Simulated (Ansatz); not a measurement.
The system is CrAuS2.

```
CELL_PARAMETERS angstrom
1.77062 1.02227 7.10803
-1.77062 1.02227 7.10803
0.00000 -2.04454 7.10803
ATOMIC_POSITIONS crystal
Au 0.00000 0.00000 0.00000
Cr 0.50000 0.50000 0.50000
S 0.10768 0.10768 0.10768
S 0.89232 0.89232 0.89232
```

The cell comes from a database or a generator and needn't be the stable form of this composition.

| Item | Value |
| --- | --- |
| Program | Ansatz 0.2.0 |
| Task | relaxation of cell and atoms |
| Functional | RPBE |
| Potentials or basis | Ansatz PAW |
| Cutoff | 420 eV (not typed: the program's choice for these potentials) |
| k mesh | 9 × 9 × 9 |
| Occupations | fermi-dirac, width 0.05 eV |
| Spin | collinear spin, ferromagnetic start |
| Starting moments | [0.0, 3.0, 0.0, 0.0] μB |

At the start: volume 19.30 Å³/atom.

Q: How do energy, volume and symmetry change on relaxing?

A: It ends after 5 steps and the volume is 20.30 Å³/atom (+5.2 %); space group R-3m (No. 166, to 0.05 Å); moment 3.00 μB per cell.

Step by step:
```csv
step,energy change (eV),largest force (eV/Å),volume (Å³)
1,0.0000,0.2183,77.20
2,-0.0407,0.1355,80.52
3,-0.0437,0.0318,81.25
4,-0.0439,0.0007,81.21
5,-0.0449,0.0006,81.21
```

Final structure:
```cif
data_structure
_symmetry_space_group_name_H-M 'P 1'
_symmetry_Int_Tables_number 1
_cell_length_a 7.4468
_cell_length_b 7.4468
_cell_length_c 7.4468
_cell_angle_alpha 28.152
_cell_angle_beta 28.152
_cell_angle_gamma 28.152
_cell_volume 81.21
loop_
_atom_site_label
_atom_site_type_symbol
_atom_site_fract_x
_atom_site_fract_y
_atom_site_fract_z
_atom_site_occupancy
Au1 Au 0.00000 0.00000 0.00000 1
Cr1 Cr 0.50000 0.50000 0.50000 1
S1 S 0.10864 0.10864 0.10864 1
S2 S 0.89136 0.89136 0.89136 1
```

Caveat: the plane-wave basis is chosen anew once the cell has moved, so the energies of steps on either side of that aren't comparable; a cell with one magnetic atom can't hold antiferromagnetic order, which such compounds often take; the PAW data sets come from PBE, with cores solved anew for the run's functional, which leaves a small shift of forces and pressure.
